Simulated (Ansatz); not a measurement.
**GaAsH₆: up Jacob's ladder to CCSD(T)**

One table from this session's results is given with a row withheld; the runs are named, their logs left out.

The runs use Ansatz 0.2.0, Gaussian basis; functionals in def2-TZVPP, the program's frozen cores in correlated methods.

The runs, in order: LDA (SPW92), PBE-D4, revPBE-D4, BLYP-D4, r2SCAN-D4, B97M-V, PBE0-D4, B3LYP-D4, r2SCANh-D4, r2SCAN0-D4, HSE06-D4, BHLYP-D4, CAM-B3LYP-D4, LC-ωPBE, ωB97X-V, ωB97M-V, B2PLYP, PBE-QIDH; CCSD(T)/def2-SVP; CCSD(T)/def2-TZVPP; MP2/def2-QZVPP; extrapolation to the limit; RPA on PBE.

## The geometry

An earlier PBE0-D4 in a triple-zeta def2 set relaxation fixed the geometry.

SMILES `[GaH3-][AsH3+]`, 8 atoms, charge 0, spin multiplicity 1.

Atoms are counted from 1 here; the program's logs count them from 0.

Bond lengths: Ga1–As2 2.660 Å, Ga1–H3 1.574 Å, Ga1–H4 1.574 Å, Ga1–H5 1.574 Å, As2–H6 1.509 Å, As2–H7 1.509 Å, As2–H8 1.509 Å. Angles: As2–Ga1–H3 96.1°, As2–Ga1–H4 96.0°, As2–Ga1–H5 96.1°, H3–Ga1–H4 118.9°, H3–Ga1–H5 118.9°, H4–Ga1–H5 118.9°, Ga1–As2–H6 120.3°, Ga1–As2–H7 120.4°, Ga1–As2–H8 120.3°, H6–As2–H7 96.8°, H6–As2–H8 96.8°, H7–As2–H8 96.8°.

The first run:

File in.yaml:

```yaml
crystal:
  periodic: [false, false, false]
  atoms:
    - {symbol: Ga, position_ang: [-0.484038, 0.147844, -1.471233]}
    - {symbol: As, position_ang: [0.365017, -0.117647, 1.035961]}
    - {symbol: H, position_ang: [0.423185, -0.988130, -2.075548]}
    - {symbol: H, position_ang: [-1.996507, -0.166903, -1.167626]}
    - {symbol: H, position_ang: [-0.038042, 1.648346, -1.639499]}
    - {symbol: H, position_ang: [1.005175, 1.046845, 1.750888]}
    - {symbol: H, position_ang: [1.421059, -1.139309, 1.379416]}
    - {symbol: H, position_ang: [-0.603750, -0.488146, 2.131941]}
basis:
  gaussian: {orbitals: def2-TZVPP}
hamiltonian: {xc: lda}
output: {orbitals: {seedname: orbitals}}
```

Steps of the session up to this table: LDA; PBE-D4 (GGA); revPBE-D4 (GGA); BLYP-D4 (GGA); r2SCAN-D4 (meta-GGA); B97M-V (meta-GGA); PBE0-D4 (hybrid); B3LYP-D4 (hybrid); r2SCANh-D4 (hybrid); r2SCAN0-D4 (hybrid); HSE06-D4 (hybrid); BHLYP-D4 (hybrid); CAM-B3LYP-D4 (range-separated); LC-ωPBE-D4 (range-separated; the results give it without D4); ωB97X-V (range-separated); ωB97M-V (range-separated); B2PLYP (double hybrid); PBE-QIDH (double hybrid).

One of the session's tables, all rows but one given; the rest of the session is left out.

It belongs to the step «Frontier levels by functional». 

```
  functional  HOMO (eV)  gap (eV)
 LDA (SPW92)      -6.75      5.34
      PBE-D4      -6.70      5.52
   revPBE-D4      -6.67      5.58
     BLYP-D4      -6.62      5.47
   r2SCAN-D4      -7.01      6.22
      B97M-V      -7.10      6.08
     PBE0-D4      -7.92      7.56
    B3LYP-D4      -7.75      7.09
  r2SCANh-D4      -7.45      6.96
  r2SCAN0-D4      -8.12      8.03
    HSE06-D4      -7.52      6.79
    BHLYP-D4      -9.09      9.48
CAM-B3LYP-D4      -9.32      9.81
     LC-ωPBE          ?         ?
     ωB97X-V     -10.34     11.88
     ωB97M-V     -10.17     11.42
```

Estimate the missing values for LC-ωPBE.

The run gave: HOMO (eV): -10.68; gap (eV): 12.36. In the column «HOMO (eV)» it is the lowest.
